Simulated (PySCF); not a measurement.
**MoF4: structure of the triplet**

Aim: relax MoF4 as a triplet from a PBE0 minimum start, check by its vibrations whether the end is a minimum, and collect its spectrum and constants.

Program: PySCF 2.14.0. Level of theory: PBE0, basis Mo def2-SVP with ECP28, F def2-SVP, scalar-relativistic core potentials, no spin–orbit coupling, density fitting. These are calculated values, not measurements.

### 1 The system as given

5 atoms, charge 0, spin multiplicity 3.

Bond lengths: Mo1–F2 1.846 Å, Mo1–F3 1.846 Å, Mo1–F4 1.846 Å, Mo1–F5 1.846 Å. Angles: F2–Mo1–F3 109.2°, F2–Mo1–F4 109.6°, F2–Mo1–F5 109.7°, F3–Mo1–F4 109.2°, F3–Mo1–F5 109.5°, F4–Mo1–F5 109.7°.

```xyz
5
charge 0 multiplicity 3
Mo   -0.0019   -0.0001    0.0000
F     0.0000   -1.0648    1.5081
F     1.5128    1.0556    0.0000
F     0.0000   -1.0648   -1.5081
F    -1.5030    1.0743    0.0000
```

### 2 First SCF at the start

The steps below are one call of a driver around PySCF. For each, scf.py gives the equivalent set-up of the SCF; relaxations use the driver's own optimiser. After this first run the driver tries any further starts and a stability analysis.

Input file scf.py:

```python
from pyscf import gto, scf, dft
mol = gto.M(atom='''
Mo    -0.001900    -0.000060     0.000000
F     -0.000000    -1.064810     1.508060
F      1.512770     1.055570    -0.000000
F      0.000000    -1.064810    -1.508060
F     -1.502980     1.074350    -0.000000''',
    basis={'Mo': 'def2-SVP', 'F': 'def2-SVP'},
    ecp={'Mo': 'def2-SVP'},
    charge=0, spin=2)
mf = dft.UKS(mol, xc='PBE0')
mf.grids.atom_grid = (50, 194)
aux = {'Mo': 'def2-universal-JKFIT', 'F': 'def2-universal-JKFIT'}
mf = mf.density_fit(auxbasis=aux)
mf.conv_tol = 1e-08
mf.diis_space = 10
mf.max_cycle = 60
mf.init_guess = 'minao'
mf.verbose = 4
mf.kernel()
```

The run is started by

```console
$ OMP_NUM_THREADS=2 python axn.py task.json out
```

Log:

```text
init E= -459.211951794737
[... the frontier-level lines of each cycle are left out ...]
cycle= 1 E= -466.733113119924  delta_E= -7.52  |g|= 0.891  |ddm|= 2.18
cycle= 2 E= -464.790647434619  delta_E= 1.94  |g|= 2.49  |ddm|= 1.96
cycle= 3 E= -467.004540577201  delta_E= -2.21  |g|= 0.134  |ddm|= 1.54
cycle= 4 E= -467.012201743899  delta_E= -0.00766  |g|= 0.0466  |ddm|= 0.196
cycle= 5 E= -467.01333251511  delta_E= -0.00113  |g|= 0.00438  |ddm|= 0.046
cycle= 6 E= -467.013335329662  delta_E= -2.81e-06  |g|= 0.00477  |ddm|= 0.00615
cycle= 7 E= -467.013344221684  delta_E= -8.89e-06  |g|= 0.000808  |ddm|= 0.00348
cycle= 8 E= -467.013344917455  delta_E= -6.96e-07  |g|= 0.000192  |ddm|= 0.00147
cycle= 9 E= -467.013344991858  delta_E= -7.44e-08  |g|= 4.78e-05  |ddm|= 0.000649
cycle= 10 E= -467.013344992693  delta_E= -8.35e-10  |g|= 3.22e-05  |ddm|= 6.16e-05
Extra cycle  E= -467.013344991694  delta_E= 9.99e-10  |g|= 6.25e-05  |ddm|= 5.9e-05
converged SCF energy = -467.013344991694  <S^2> = 2.0049708  2S+1 = 3.003312
```

This step, with its further starts and checks, ran for 15 s (2 threads of Arm Neoverse V1, shared host).

The starts that the driver tried:

| start | energy (Eh) |
| --- | --- |
| the minimal-basis guess | -467.013345 |
| a thermally smeared density | -467.013345 |
| a smeared PBE density | -467.013345 |

The test of internal stability and the other starts found no lower solution of this spin.

### 3 Relaxing the triplet from the PBE0 minimum start

The program finds Td symmetry in the start, which this walk keeps.

scf.py, as its differences from that of step 2:

```diff
@@ -3,5 +3,5 @@
-Mo    -0.001900    -0.000060     0.000000
-F     -0.000000    -1.064810     1.508060
-F      1.512770     1.055570    -0.000000
-F      0.000000    -1.064810    -1.508060
-F     -1.502980     1.074350    -0.000000''',
+Mo    -0.000000    -0.000000    -0.000000
+F     -0.004545    -1.065821     1.507312
+F      1.511843     1.059394     0.000000
+F     -0.004545    -1.065821    -1.507312
+F     -1.502754     1.072248     0.000000''',
@@ -18 +17,0 @@
-mf.init_guess = 'minao'
```

Steps of the walk:

| step | energy (Eh) | change (kJ/mol) | largest symmetric gradient (Eh/bohr) |
| --- | --- | --- | --- |
| 0 | -467.013349 | 0.00 | 0.00024 |

The walk took 2.8 s.

It settles in Td symmetry, 0.0 kJ/mol below the start, after 0 steps: Mo–F 1.846 Å (×4); F–Mo–F 109.5° (×6).

### 4 Frequencies

The point is checked on the finer grid, and tightened if its gradient asks for it. The Hessian and the dipole derivatives come from central differences of analytic gradients, with steps of 0.02 bohr.

scf.py, as its differences from that of step 3:

```diff
@@ -3 +3 @@
-Mo    -0.000000    -0.000000    -0.000000
+Mo     0.000000    -0.000000     0.000000
@@ -5 +5 @@
-F      1.511843     1.059394     0.000000
+F      1.511843     1.059394    -0.000000
@@ -12 +12 @@
-mf.grids.atom_grid = (50, 194)
+mf.grids.atom_grid = (75, 302)
@@ -15 +15 @@
-mf.conv_tol = 1e-08
+mf.conv_tol = 1e-10
```

The driver hands on the density of the step before, so the log starts near convergence.

SCF at the final geometry:

```text
init E= -467.013528740732
[... the frontier-level lines of each cycle are left out ...]
cycle= 1 E= -467.013528740707  delta_E= 2.51e-11  |g|= 1.05e-05  |ddm|= 1.1e-05
cycle= 2 E= -467.013528740596  delta_E= 1.11e-10  |g|= 2.05e-05  |ddm|= 1.89e-05
cycle= 3 E= -467.01352874075  delta_E= -1.55e-10  |g|= 3.4e-07  |ddm|= 1.28e-05
cycle= 4 E= -467.013528740747  delta_E= 3.75e-12  |g|= 2.47e-07  |ddm|= 6.92e-07
Extra cycle  E= -467.013528740745  delta_E= 1.25e-12  |g|= 4.31e-07  |ddm|= 9.27e-07
converged SCF energy = -467.013528740745  <S^2> = 2.0049734  2S+1 = 3.0033137
```

The whole step took 33 s.

Geometry: Td; Mo–F 1.846 Å (×4); F–Mo–F 109.5° (×6).

Harmonic modes (main isotopes):

```
symmetry  ω (cm⁻¹)  IR (km/mol)  μ (u)
      t2        84          106  23.51
       e       115          0.0  19.00
      t2       705          500  22.63
      a1       716          0.0  19.00
```

Every mode is real; the point is a minimum.

Constants and moments:

```yaml
Dipole_moment: 0.00 D
Highest_occupied_level: -7.37 eV
Lowest_empty_level: -2.50 eV
Rotational_constants: 0.09764, 0.09764, 0.09764 cm⁻¹
Zero-point_energy: 19.8 kJ/mol
Principal_polarisabilities: 29.0, 29.0, 29.0 bohr³
Atomisation_energy_without_zero-point_energy: 1930 kJ/mol
Principal_traceless_quadrupole_moments_about_the_centre_of_mass: 0.00, 0.00, 0.00 D Å
Entropy_at_298.15_K_and_1_bar_electronic_part_spin_only: 353.6 J/(mol K)
Heat_capacity_Cp_at_298.15_K: 87.7 J/(mol K)
Enthalpy_at_298.15_K_above_0_K: 20.80 kJ/mol
Rotational_symmetry_number: 12
Spin_squared_⟨S²⟩: 2.005
```

Populations by atom (charges in e):

| atom | Mulliken | Löwdin | polar tensor | spin (Mulliken) | Mayer order to Mo1 |
| --- | --- | --- | --- | --- | --- |
| Mo1 | 1.43 | 0.61 | 2.74 | 1.77 | – |
| F2,3,4,5 | -0.36 | -0.15 | -0.69 | 0.06 | 1.05 |

Mulliken populations on Mo1 (outside its core potential): s 2.20, p 6.40, d 3.89, f 0.08.

### 5 Results

| quantity | value |
| --- | --- |
| minimum | triplet, Td |
| geometry | Mo–F 1.846 Å (×4); F–Mo–F 109.5° (×6) |
| wavenumbers (cm⁻¹) | 84 (t2), 115 (e), 705 (t2), 716 (a1) |
| dipole moment | 0.00 D |
| highest occupied, lowest empty level (either spin) | -7.37, -2.50 eV |
| polar-tensor charge of Mo1 | +2.74 e |
| zero-point energy | 19.8 kJ/mol |
| entropy at 298.15 K | 353.6 J/(mol K) |
| atomisation energy (no zero-point energy) | 1930 kJ/mol |
| ⟨S²⟩ | 2.005 |

In words: The PBE0 minimum start keeps its Td symmetry and ends in a minimum. The strongest infrared band lies at 705 cm⁻¹ (t2, stretch). The dipole vanishes although Mo1 carries +2.7 e by the polar tensor: the bond dipoles cancel. Most of the spin sits on Mo1 (Mulliken spin 1.77, against 2 for the whole molecule). Only this shape and spin were tried, so other structures or states may lie lower. One determinant may miss the lowest occupation of an open d or f shell.

The search up to here took 50 s.
